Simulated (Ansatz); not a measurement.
# Zn5O2: the cost of one run

Method: DFT PBE, scalar-relativistic, plane waves, PAW, unless a step names another level, in Ansatz 0.2.0.

1 further run of the same task is left out (it didn't finish).

**1. Starting point**

The structure is trigonal, space group P3m1 (No. 156). The conventional cell has a = 3.139 Å, b = 3.139 Å, c = 11.592 Å, α = 90.00°, β = 90.00°, γ = 120.00°. Zn (site symmetry 3m) has 3 O at 2.01 Å as nearest neighbours. Zn (site symmetry 3m) is surrounded by 4 O at 1.95 to 1.98 Å. Zn (site symmetry 3m) is surrounded by 1 O at 1.95 Å. Around Zn (site symmetry 3m) lie 6 Zn at 2.69 to 2.80 Å. Around Zn (site symmetry 3m) lie 6 Zn at 2.61 to 2.69 Å. O (site symmetry 3m) is surrounded by 4 Zn at 1.95 to 2.01 Å. O (site symmetry 3m) has 4 Zn at 1.95 to 1.98 Å as nearest neighbours.

As a file:

```cif
data_structure
_symmetry_space_group_name_H-M 'P 1'
_symmetry_Int_Tables_number 1
_cell_length_a 3.1395
_cell_length_b 3.1395
_cell_length_c 11.5916
_cell_angle_alpha 90.000
_cell_angle_beta 90.000
_cell_angle_gamma 120.000
_cell_volume 98.94
loop_
_atom_site_label
_atom_site_type_symbol
_atom_site_fract_x
_atom_site_fract_y
_atom_site_fract_z
_atom_site_occupancy
Zn1 Zn 0.33333 0.66667 0.48449 1
Zn2 Zn 0.00000 0.00000 0.24108 1
Zn3 Zn 0.66667 0.33333 0.00340 1
Zn4 Zn 0.66667 0.33333 0.66915 1
Zn5 Zn 0.33333 0.66667 0.84109 1
O1 O 0.00000 0.00000 0.40921 1
O2 O 0.66667 0.33333 0.17159 1
```

It came out lowest among 26 distinct ends of the trial cells. At a tolerance of 0.05 Å it has space group P3m1 (No. 156).

**2. A stricter relaxation, on the response runs' mesh and smearing**

File input.yaml:

```yaml
crystal:
  lattice:
    - [3.1394509548, 0.0, 0.0]
    - [-1.5697254774, 2.7188442808, 0.0]
    - [0.0, 0.0, 11.5916231111]
  atoms:
    - { symbol: Zn, position: [0.3333333333, 0.6666666667, 0.4844861005] }
    - { symbol: Zn, position: [0.0, 0.0, 0.2410777271] }
    - { symbol: Zn, position: [0.6666666667, 0.3333333333, 0.0033993354] }
    - { symbol: Zn, position: [0.6666666667, 0.3333333333, 0.6691478489] }
    - { symbol: Zn, position: [0.3333333333, 0.6666666667, 0.8410879516] }
    - { symbol: O, position: [0.0, 0.0, 0.4092080479] }
    - { symbol: O, position: [0.6666666667, 0.3333333333, 0.1715929886] }
basis:
  ecutwfc: 420
kpoints:
  mp_grid: { grid: [12, 12, 4] }
hamiltonian:
  xc: pbe
scf:
  occupations: { method: gaussian, width: 0.1 }
output:
  forces: true
  stress: true
  eigenvalues: true
relax:
  adjacent_minimum: "off"
  f_tol: 0.001
  max_steps: 60
  cell: { stress_tol: 0.01 }
```

On the command line:

```
> ansatz run input.yaml --threads 3 --pin off --max-ram 7680MiB --backend cpu --events-out ev --progress --plain --runs-dir out
```

Q: Estimate wall time and peak memory on 3 threads of Intel Xeon Platinum 8259CL at 2.50GHz (Skylake/Cascade Lake), shared host.

About 79 s, with a peak of 0.6 GiB.
